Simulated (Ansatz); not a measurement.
# GeF+ (singlet): the correlation ladder, cc-pVTZ

An exercise on one series of results from a longer session: the logs are not shown, and one member is left open.

The runs use Ansatz 0.2.0, Gaussian basis; cc-pVTZ, core rule «outside noble gas», up to 15 orbitals frozen.

To be run: UHF; CCSD(T) on RHF; BCCD(T) on RHF; CISD; CCSDT(Q) on RHF.

10 further runs of the same task are left out: 6 for a known fault of the program, 4 set aside as unsound or not needed.

### The system

The geometry is a PBE0/def2-TZVP stationary point (not a proven minimum) of the parent state, kept for this charge and spin. No spin-orbit coupling is included. The filled d shell of Ge may be among the frozen orbitals whatever the setting's name suggests; the logs give the count.

2 atoms, charge 1, spin multiplicity 1.

Atoms are counted from 1 here; the program's logs count them from 0.

Bond lengths: Ge1–F2 1.756 Å.

Set-up of the first run:

Input file in.yaml:

```yaml
crystal:
  periodic: [false, false, false]
  atoms:
    - {symbol: Ge, position_ang: [0.000000, 0.000000, 0.000000]}
    - {symbol: F, position_ang: [0.000000, 0.000000, 1.755700]}
basis:
  gaussian: {orbitals: cc-pVTZ}
total_charge: 1
magnetization: {spin_polarized: true, initial_magnetization: 0}
hamiltonian: {xc: hf}
output: {orbitals: {seedname: orbitals}}
```

Launch:

```console
$ ansatz run in.yaml --threads 1 --pin off --events-out ev --progress --plain --max-ram 4096MiB --backend cpu
```

Among the steps run: UHF; CCSD(T) on RHF; BCCD(T) on RHF; CISD; CCSDT(Q) on RHF.

One of the session's tables, all rows but one given; the rest of the session is left out.

| method | from RCCSDT(Q) (meV) |
| --- | --- |
| RHF | +9314.2 |
| RMP2 | ? |
| RCCSD | +351.5 |
| RCCSD(T) | +26.9 |
| BCCD(T) | +18.3 |
| RCCSDT | +19.2 |
| RCCSDT(Q) | 0 |

Estimate the missing values for RMP2.

As computed: from RCCSDT(Q) (meV): +488.9. In the column «from RCCSDT(Q) (meV)» it lies between RCCSD (+351.5) and RHF (+9314.2).

Not comparable, so not listed: CISD (they don't share determinant, frozen orbitals or solution with the rows shown, or repeat one).
